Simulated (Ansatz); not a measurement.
# ZrCdF4: the cost of one run

Computed with Ansatz 0.2.0 (DFT PBE, scalar-relativistic, plane waves, PAW, unless a step's input says otherwise).

## Step 1: Starting point

Symmetry: F-43m, No. 216, cubic system. The conventional cell has a = 6.873 Å, b = 6.873 Å, c = 6.873 Å, α = 90.00°, β = 90.00°, γ = 90.00°. Zr (site symmetry -43m) has 12 F at 2.85 Å and 4 Cd at 2.98 Å as nearest neighbours. Around Cd (site symmetry -43m) lie 12 F at 2.85 Å and 4 Zr at 2.98 Å. Around F (site symmetry 3m) lie 6 F at 2.43 Å and 3 Cd at 2.85 Å and 3 Zr at 2.85 Å.

As a file:

```
Zr Cd F
1.0
     0.00000    3.43665    3.43665
     3.43665    0.00000    3.43665
     3.43665    3.43665    0.00000
Zr Cd F
1 1 4
Cartesian
  0.0000 0.0000 0.0000
  1.7183 1.7183 1.7183
  4.2944 2.5789 2.5789
  2.5789 2.5789 4.2944
  2.5789 4.2944 2.5789
  4.2944 4.2944 4.2944
```

The cell is invented: species swapped into a database cell of LuNi4Sn (F-43m, No. 216), with Zr on the Lu sites, F on the Ni sites and Cd on the Sn sites. Lengths come from tabulated atomic sizes and are only a guess.

## Step 2: The guess as it stands, on a coarse mesh

input.yaml

```yaml
crystal:
  lattice:
    - [0.0, 3.43665387, 3.43665387]
    - [3.43665387, 0.0, 3.43665387]
    - [3.43665387, 3.43665387, 0.0]
  atoms:
    - { symbol: Zr, position: [0.0, 0.0, 0.0] }
    - { symbol: Cd, position: [0.25, 0.25, 0.25] }
    - { symbol: F, position: [0.12562102, 0.62479299, 0.62479299] }
    - { symbol: F, position: [0.62479299, 0.62479299, 0.12562102] }
    - { symbol: F, position: [0.62479299, 0.12562102, 0.62479299] }
    - { symbol: F, position: [0.62479299, 0.62479299, 0.62479299] }
basis:
  ecutwfc: 420
kpoints:
  mp_grid: { grid: [4, 4, 4] }
hamiltonian:
  xc: pbe
scf:
  occupations: { method: gaussian, width: 0.1 }
  lower_state_search: "off"
output:
  forces: true
  stress: true
  eigenvalues: true
```

Command:

```console
> ansatz run input.yaml --threads 1 --pin off --max-ram 2048MiB --backend cpu --events-out ev --progress --plain --runs-dir out
```

Q: Estimate wall time and peak memory on 1 thread of Arm Neoverse V1, shared host.

About 2.5 s, with a peak of 0.32 GiB.
